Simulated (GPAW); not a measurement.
# Ga3Sb (I4/mmm) in GPAW: a series of runs, part 2 of 2

GPAW 26.7.0. The steps go on from the part before.

## Step 3: Band structure, LDA

run.py

```python
from ase import Atoms
from ase.dft.bandgap import bandgap
from ase.io import write
from ase.units import GPa
from gpaw import GPAW, PW

atoms = Atoms(['Sb', 'Ga', 'Ga', 'Ga'],
              cell=[[-2.158799, 2.158799, 4.760484],
                    [2.158799, -2.158799, 4.760484],
                    [2.158799, 2.158799, -4.760484]],
              scaled_positions=[[0.0, 0.0, 0.0],
                                [0.5, 0.5, 0.0],
                                [0.25, 0.75, 0.5],
                                [0.75, 0.25, 0.5]],
              pbc=True)

calc = GPAW(mode=PW(600),
            xc='LDA',
            kpts={'size': (6, 6, 6), 'gamma': True},
            occupations={'name': 'fermi-dirac', 'width': 0.05},
            nbands=23,
            convergence={'density': 1e-05, 'energy': 1e-05},
            maxiter=150,
            txt='gpaw.txt')
atoms.calc = calc
energy = atoms.get_potential_energy()
forces = atoms.get_forces()
stress = atoms.get_stress()
calc.write('gs.gpw')
write('result.traj', atoms)
print(f'Energy: {energy:.6f} eV')
print('Forces (eV/A):')
print(forces.round(4))
print('Stress (GPa):', (stress / GPa).round(3))
print('Fermi level:', round(calc.get_fermi_level(), 4), 'eV')
print(f'Gap: {bandgap(calc)[0]:.4f} eV, direct: {bandgap(calc, direct=True)[0]:.4f} eV')

path = atoms.cell.bandpath('GXYSGZS1NPY1Z,XP', npoints=60, eps=1e-4)
bs_calc = calc.fixed_density(kpts=path, symmetry='off', nbands=39,
                             convergence={'bands': 'CBM+6.0', 'eigenstates': 1e-6}, txt='bands.txt')
bs = bs_calc.band_structure()
bs.write('bs.json')
print(f'Gap on the path: {bandgap(bs_calc)[0]:.4f} eV')
```

Potentials or basis: the program's PAW data sets (release 1.2.1) made for this functional, pw.

Command:

```bash
> OMP_NUM_THREADS=1 python run.py
```

gpaw.txt:

```text
__  _  _
 | _ |_)|_||  |
 |__||  | ||/\| - 26.7.0

Input parameters:
  mode=PW(ecut=600.0),
  convergence={'density': 1e-05, 'energy': 1e-05},
  kpts=MonkhorstPack(size=(6, 6, 6), gamma=True),
  maxiter=150,
  nbands=23,
  occupations=Occupations(name='fermi-dirac', width=0.05),
  xc=XC(name='LDA')

Diagonalizing LCAO Hamiltonian
Converting LCAO to pw mode

       Ga

         Ga
            Ga

       Sb

Atoms  # Å, Bohr magnetons
|   | symbol |        x |        y |        z |    initial magnetic moments |
|---|--------|----------|----------|----------|-----------------------------|
| 0 |     Sb | 0.000000 | 0.000000 | 0.000000 | ( 0.0000,  0.0000,  0.0000) |
| 1 |     Ga | 0.000000 | 0.000000 | 4.760484 | ( 0.0000,  0.0000,  0.0000) |
| 2 |     Ga | 2.158799 | 0.000000 | 2.380242 | ( 0.0000,  0.0000,  0.0000) |
| 3 |     Ga | 0.000000 | 2.158799 | 2.380242 | ( 0.0000,  0.0000,  0.0000) |

Unit cell  # Å
| periodic |         x |         y |         z |  lengths |     angles |
|----------|-----------|-----------|-----------|----------|------------|
|      yes | -2.158799 |  2.158799 |  4.760484 | 5.655354 | 135.118658 |
|      yes |  2.158799 | -2.158799 |  4.760484 | 5.655354 | 135.118658 |
|      yes |  2.158799 |  2.158799 | -4.760484 | 5.655354 |  65.345887 |

Number of symmetries: 16
Symmetry operations  # r_c * U_cc + t_c -> r_c
|    | kind |            matrix            |
|----|------|------------------------------|
|  0 |  σ   |  1, 1, 1,  0, 0,-1,  0,-1, 0 |
|  1 |  C4  |  1, 1, 1,  0, 0,-1, -1, 0, 0 |
|  2 |  E   |  1, 0, 0,  0, 1, 0,  0, 0, 1 |
|  3 |  σ   |  1, 0, 0,  0, 1, 0, -1,-1,-1 |
|  4 |  σ   |  0, 1, 0,  1, 0, 0,  0, 0, 1 |
|  5 |  C2  |  0, 1, 0,  1, 0, 0, -1,-1,-1 |
|  6 |  C2  |  0, 0, 1, -1,-1,-1,  1, 0, 0 |
[... 128 lines left out ...]

poisson solver:
  ecut: 4800.0  # eV

xc functional:
  name: None

convergence criteria:
[... 6 lines left out ...]
|iter     | |      energy | eigst |  dens |
|---------|-|-------------|-------|-------|
|iter:   1| |  -15.471914 | +0.34 |       |
|iter:   2| |  -15.470335 | -2.20 | -1.46 |
|iter:   3| |  -15.426270 | -2.67 | -1.48 |
|iter:   4| |  -15.424208 | -3.43 | -2.09 |
|iter:   5| |  -15.424185 | -4.85 | -2.91 |
|iter:   6| |  -15.424198c| -6.18 | -3.48 |
|iter:   7| |  -15.424198c| -7.01 | -4.07 |
|iter:   8| |  -15.424198c| -7.83c| -4.66 |
|iter:   9| |  -15.424198c| -8.02c| -5.19c|

Converged in 9 steps
Energy contributions relative to reference atoms: (reference = -334556.604615)

Energy contributions:
  Kinetic:          14.555106
  Coulomb:         -12.574429
  Zero:              0.188637
  External:          0.000000
  Xc:              -17.588397
  Entropy:          -0.010232
  Spinorbit:         0.000000
  ----------------------------
  Free energy:     -15.429314
  Extrapolated:    -15.424198

dipole moment: (-13.467995, -13.467995, -4.957512)  # |e|*Ang

Fermi level: 5.838
Eigenvalues  # (at kpt = [0.000, 0.000, 0.000])
| band index |      eig [eV] | occ [0-2] |
|------------|---------------|-----------|
|          0 |       -23.066 |     2.000 |
|        ... |               |           |
|          6 |         0.361 |     2.000 |
|          7 |         2.079 |     2.000 |
|          8 |         2.790 |     2.000 |
|          9 |         3.854 |     2.000 |
|         10 |         4.124 |     2.000 |
|         11 |         4.124 |     2.000 |
[... 9 lines left out ...]
|         21 |        15.499 |     0.000 |
|         22 |        15.499 |     0.000 |

No gap
No difference between direct/indirect transitions

Forces  # eV/Ang
|       x |        y |       z |
|---------|----------|---------|
| 0.00000 |  0.00000 | 0.00000 |  # Sb   0
| 0.00000 | -0.00000 | 0.00000 |  # Ga   1
| 0.00000 |  0.00000 | 0.00000 |  # Ga   2
| 0.00000 |  0.00000 | 0.00000 |  # Ga   3

Stress tensor  # eV/Ang^3
|        x |        y |        z |
|----------|----------|----------|
| 0.024140 | 0.000000 | 0.000000 |
| 0.000000 | 0.024140 | 0.000000 |
| 0.000000 | 0.000000 | 0.040335 |

# Writing to gs.gpw (mode='')
```

stdout:

```text
Energy: -15.424198 eV
Forces (eV/A):
[[ 0.  0.  0.]
 [ 0. -0.  0.]
 [ 0.  0.  0.]
 [ 0.  0.  0.]]
Stress (GPa): [3.868 3.868 6.462 0.    0.    0.   ]
Fermi level: 5.8383 eV
Gap: 0.0000 eV, direct: 0.0000 eV
Gap on the path: 0.0000 eV
```

bands.txt:

```text
Diagonalizing LCAO Hamiltonian
Converting LCAO to pw mode
convergence criteria:
- Maximum integral of absolute [eigenst]ate change: 1e-06 eV^2 / valence electron
maximum number of iterations: 150

SCF iterations
|iter     | |      energy | eigst |  dens |
|---------|-|-------------|-------|-------|
|iter:   1| |             | +0.91 |       |
[... 65 lines left out ...]
         [ 0.5       ,  0.5       , -0.36760782],
         [ 0.5       ,  0.5       , -0.41173855],
         [ 0.5       ,  0.5       , -0.45586927],
         [ 0.5       ,  0.5       , -0.5       ],
         [ 0.        ,  0.        ,  0.5       ],
         [ 0.08333333,  0.08333333,  0.41666667],
         [ 0.16666667,  0.16666667,  0.33333333],
         [ 0.25      ,  0.25      ,  0.25      ]])),
  maxiter=150,
  nbands=39,
  occupations=Occupations(name='fermi-dirac', width=0.05),
  symmetry=Symmetry(point_group=False, time_reversal=False),
  xc=XC(name='LDA')
```

It took 4.1 min on 1 thread of Intel Xeon at 2.50GHz (Skylake/Cascade Lake), shared host; peak memory 0.41 GiB.

What came out:

- Free energy: -15.4293 eV
- Pressure: -4.7 GPa
- Band gap along the path: none (metal or under the smearing width)

Levels at the corners of the path, in eV from the Fermi level:
| point | band 8 | band 9 | band 10 | band 11 | band 12 | band 13 | band 14 | band 15 | band 16 | band 17 |
| --- | --- | --- | --- | --- | --- | --- | --- | --- | --- | --- |
| Γ | -3.76 | -3.05 | -1.98 | -1.71 | -1.71 | -0.20 | -0.20 | 1.03 | 1.34 | 4.48 |
| X | -5.69 | -5.15 | -4.59 | -3.97 | -0.66 | -0.03 | 0.30 | 1.13 | 6.45 | 6.45 |
| Y | -6.25 | -6.17 | -3.38 | -2.64 | -0.54 | 0.10 | 0.48 | 1.29 | 5.69 | 6.06 |
| S | -7.41 | -3.17 | -1.54 | -0.68 | 0.37 | 1.65 | 1.74 | 2.03 | 2.87 | 3.70 |
| Γ | -3.76 | -3.05 | -1.98 | -1.71 | -1.71 | -0.20 | -0.20 | 1.03 | 1.34 | 4.48 |
| Z | -3.84 | -2.83 | -2.83 | -2.47 | 2.03 | 2.64 | 2.64 | 3.92 | 3.98 | 4.33 |
| S1 | -7.41 | -3.17 | -1.54 | -0.68 | 0.37 | 1.65 | 1.74 | 2.03 | 2.87 | 3.70 |
| N | -5.44 | -5.04 | -0.88 | -0.54 | -0.18 | 0.55 | 1.54 | 2.84 | 3.25 | 3.32 |
| P | -6.17 | -5.87 | -2.93 | -2.78 | -2.78 | -2.33 | 3.17 | 3.88 | 3.88 | 4.18 |
| Y1 | -6.25 | -6.17 | -3.38 | -2.64 | -0.54 | 0.10 | 0.48 | 1.29 | 5.69 | 6.06 |
| Z | -3.84 | -2.83 | -2.83 | -2.47 | 2.03 | 2.64 | 2.64 | 3.92 | 3.98 | 4.33 |
| X | -5.69 | -5.15 | -4.59 | -3.97 | -0.66 | -0.03 | 0.30 | 1.13 | 6.45 | 6.45 |
| P | -6.17 | -5.87 | -2.93 | -2.78 | -2.78 | -2.33 | 3.17 | 3.88 | 3.88 | 4.18 |

Caveat: spin-orbit coupling is left out, which moves the levels of the heavy elements.

## Step 4: Equation of state, LDA

run.py

```python
from ase import Atoms
from ase.eos import EquationOfState
from ase.io import Trajectory
from ase.units import GPa
from gpaw import GPAW, PW

atoms = Atoms(['Sb', 'Ga', 'Ga', 'Ga'],
              cell=[[-2.158799, 2.158799, 4.760484],
                    [2.158799, -2.158799, 4.760484],
                    [2.158799, 2.158799, -4.760484]],
              scaled_positions=[[0.0, 0.0, 0.0],
                                [0.5, 0.5, 0.0],
                                [0.25, 0.75, 0.5],
                                [0.75, 0.25, 0.5]],
              pbc=True)

traj = Trajectory('eos.traj', 'w')
volumes, energies = [], []
for x in [0.94, 0.96, 0.98, 1.0, 1.02, 1.04, 1.06]:
    a = atoms.copy()
    a.set_cell(atoms.cell * x**(1 / 3), scale_atoms=True)
    calc = GPAW(mode=PW(600),
                xc='LDA',
                kpts={'size': (6, 6, 6), 'gamma': True},
                occupations={'name': 'fermi-dirac', 'width': 0.05},
                nbands=23,
                convergence={'density': 1e-05, 'energy': 1e-05},
                maxiter=150,
                txt=f'eos-{x:.2f}.txt')
    a.calc = calc
    energies.append(a.get_potential_energy(force_consistent=True))
    volumes.append(a.get_volume())
    p = -a.get_stress()[:3].mean() / GPa
    calc.write(f'eos-{x:.2f}.gpw')
    traj.write(a)
    print(f'{x:.2f} {volumes[-1]:10.4f} A^3 {energies[-1]:14.6f} eV {p:9.3f} GPa', flush=True)

v0, e0, B = EquationOfState(volumes, energies, eos='birchmurnaghan').fit()
print(f'V0 = {v0:.4f} A^3, E0 = {e0:.6f} eV, B0 = {B / GPa:.2f} GPa')
```

Command:

```bash
> OMP_NUM_THREADS=1 python run.py
```

Wall time 15 min (1 thread of Intel Xeon at 2.50GHz (Skylake/Cascade Lake), shared host); peak memory 0.39 GiB.

The run converged. Its results:

```yaml
Equilibrium_volume: "20.16 Å³/atom (rough: see the caveat)"
Bulk_modulus_at_fixed_shape_and_positions: 62 GPa (rough)
```

Energy against volume, from the lowest point:
```csv
volume (Å³/atom),energy (meV/atom)
20.855,0.00
21.298,6.88
21.742,16.46
22.186,28.44
22.630,42.51
23.073,58.42
23.517,75.92
```

Caveat: the minimum lies outside the volumes run; the cell was scaled at fixed shape and fractional positions, which overstates the stiffness of a crystal with free parameters, most of all of layers and chains. The run has no spin-orbit coupling, so splittings on Sb are missing.

## Step 5: The reference run

An earlier run on the cell as given: functional PBEsol; potentials or basis PAW data sets generated in the run's folder for this functional; cutoff 600 eV; basis pw; k mesh 9 × 9 × 9; occupations fermi-dirac, width 0.05 eV; no spin polarisation.

- Pressure: -3.8 GPa
- Band gap on the k mesh: none (metal or under the smearing width)

## Step 6: Overview

| task | level | potentials or basis | k mesh | band path | band points | pressure (GPa) |
| --- | --- | --- | --- | --- | --- | --- |
| band structure | PBEsol | PAW data sets generated in the run's folder for this functional, pw | 6 × 6 × 6 | GXYSGZS1NPY1Z,XP | 60 | -3.4 |
| band structure | LDA | the program's PAW data sets (release 1.2.1) made for this functional, pw | 6 × 6 × 6 | GXYSGZS1NPY1Z,XP | 60 | -4.7 |
| equation of state | LDA | the program's PAW data sets (release 1.2.1) made for this functional, pw | 6 × 6 × 6 | - | - | - |
| single point | PBEsol | PAW data sets generated in the run's folder for this functional, pw | 9 × 9 × 9 | - | - | -3.8 |

Alike in all rows: no spin polarisation; cell as given; cutoff (eV) 600; smearing fermi-dirac 0.05 eV.

Caveats: spin-orbit coupling is left out, which moves the levels of the heavy elements (some runs); the minimum lies outside the volumes run (some runs); the cell was scaled at fixed shape and fractional positions, which overstates the stiffness of a crystal with free parameters, most of all of layers and chains (some runs).

Total energies depend on the potentials used, so only differences within one code and one set of settings carry meaning.
